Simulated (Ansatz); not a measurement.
**BFH₂O₃Zn: basis-set convergence**

The task here is to estimate one member of a computed series from the others.

Method: one geometry, several basis sets; program: Ansatz 0.2.0, Gaussian basis.

Plan: PBE0-D4/def2-SVP; ωB97M-V/def2-SVP; PBE0-D4/def2-QZVPP; ωB97M-V/def2-QZVPP; the functionals' def2-TZVPP values are taken from earlier runs.

## The relaxed structure

The geometry comes from an earlier relaxation with PBE0-D4 in a triple-zeta def2 set; it is a stationary point, not always the lowest conformer.

8 atoms, charge 0, spin multiplicity 1.

Atoms are counted from 1 here; the program's logs count them from 0.

Bond lengths: O1–B2 1.367 Å, O1–H7 0.957 Å, B2–O3 1.398 Å, B2–O4 1.346 Å, O3–H8 0.958 Å, O4–Zn5 1.784 Å, Zn5–F6 1.740 Å. Angles: B2–O1–H7 115.7°, O1–B2–O3 123.9°, O1–B2–O4 120.4°, O3–B2–O4 115.8°, B2–O3–H8 118.1°, B2–O4–Zn5 112.1°, O4–Zn5–F6 174.2°.

The first run:

File in.yaml:

```yaml
crystal:
  periodic: [false, false, false]
  atoms:
    - {symbol: O, position_ang: [-0.253623, -2.013651, 0.067764]}
    - {symbol: B, position_ang: [-0.175783, -0.649014, 0.043970]}
    - {symbol: O, position_ang: [0.997790, 0.059878, -0.228566]}
    - {symbol: O, position_ang: [-1.266645, 0.099126, 0.291516]}
    - {symbol: Zn, position_ang: [-0.915990, 1.845569, 0.201282]}
    - {symbol: F, position_ang: [-0.742731, 3.576178, 0.151256]}
    - {symbol: H, position_ang: [0.561842, -2.478771, -0.118546]}
    - {symbol: H, position_ang: [1.795130, -0.439325, -0.408676]}
basis:
  gaussian: {orbitals: def2-SVP}
hamiltonian: {xc: pbe0, dispersion: d4}
output: {orbitals: {seedname: orbitals}}
```

Among the steps run: PBE0-D4 in def2-SVP; ωB97M-V in def2-SVP; PBE0-D4 in def2-QZVPP; ωB97M-V in def2-QZVPP.

One table of the session follows, with a row left open; its other results are not shown here.

It belongs to the step «Functionals by basis». 

| functional | basis | HOMO (eV) |
| --- | --- | --- |
| PBE0-D4 | def2-SVP | -8.57 |
| PBE0-D4 | def2-TZVPP | -9.01 |
| PBE0-D4 | def2-QZVPP | -9.03 |
| ωB97M-V | def2-SVP | -10.96 |
| ωB97M-V | def2-TZVPP | ? |
| ωB97M-V | def2-QZVPP | -11.47 |

Q: Estimate the row for ωB97M-V, def2-TZVPP from the others.

As computed: HOMO (eV): -11.45. In the column «HOMO (eV)» it lies between ωB97M-V, def2-QZVPP (-11.47) and ωB97M-V, def2-SVP (-10.96).
